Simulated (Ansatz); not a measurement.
Runs of Ansatz 0.2.0 on CsLiCr2Te2S3. The structure is monoclinic, space group Pm (No. 6). Conventional cell: a = 7.057 Å, b = 3.981 Å, c = 9.084 Å, α = 90.00°, β = 107.12°, γ = 90.00°. Around Cs (site symmetry m) lie 3 S at 3.44 to 3.50 Å and 1 Te at 3.93 Å. Li (site symmetry m) has 3 S at 2.21 to 2.30 Å as nearest neighbours. Cr (site symmetry m) is surrounded by 5 S at 2.47 to 2.63 Å and 1 Te at 2.79 Å and 2 Li at 2.81 Å. Cr (site symmetry m) is surrounded by 2 S at 2.34 to 2.50 Å. Around Te (site symmetry m) lie 3 Cr at 2.76 to 2.79 Å. Te (site symmetry m) is surrounded by 1 S at 2.48 Å and 2 Cr at 2.80 Å. Around S (site symmetry m) lie 2 Li at 2.21 Å and 1 Te at 2.48 Å and 1 Cr at 2.51 Å. S (site symmetry m) is surrounded by 3 Cr at 2.34 to 2.47 Å and 1 Li at 2.63 Å. The cell was built by a generator and needn't be a form met in nature.

```csv
task,level,cell,k mesh,cutoff (eV),smearing,atoms under strain,points for each segment of the path,gap on the mesh (eV),pressure (GPa),moment (μB),relaxed volume (Å³/atom),largest force (eV/Å)
relaxation of cell and atoms,PBE+D3(BJ)-ATM,relaxed,3 × 5 × 3,420,fermi-dirac 0.05 eV,-,-,(d),0.0,6.00,(c),0.01
relaxation of cell and atoms,RPBE,relaxed,3 × 5 × 3,420,fermi-dirac 0.05 eV,-,-,0.63,0.0,6.00,(b),0.01
elastic constants,PBE,as given,3 × 4 × 2,420,gaussian 0.01 eV,relaxed,-,0.56,0.1,6.00,-,-
relaxation of cell and atoms,r2SCAN,relaxed,3 × 5 × 3,500,fermi-dirac 0.05 eV,-,-,0.70,0.0,6.00,(a),0.01
band structure,RPBE,as given,4 × 7 × 3,420,fermi-dirac 0.05 eV,-,10,0.50,1.8,6.00,-,0.16
```

Alike in all rows: potentials or basis Ansatz PAW; spin collinear, ferromagnetic start.

Problem. Fill in the values left out.

Solution. (a) 26.77; (b) 28.94; (c) 25.45; (d) 0.55.

Caveats: spin-orbit coupling is left out, which moves the levels of the heavy elements; only a ferromagnetic start was run, and an antiferromagnetic order may lie lower in energy; odd divisions of the mesh miss points on the zone boundary, where band edges often lie, so the gap on the mesh can be too wide (some runs); the plane-wave basis is chosen anew once the cell has moved, so the energies of steps on either side of that aren't comparable (some runs); the PAW data sets come from PBE, with cores solved anew for the run's functional, which leaves a small shift of forces and pressure (some runs); the elastic tensor has a negative eigenvalue, so either the cell is unstable as it stands or the mesh is too thin (some runs); the magnetic or orbital state may not be the lowest (some runs).

A k mesh can miss the band edges, and the runs leave out spin-orbit coupling on Cs, Te.
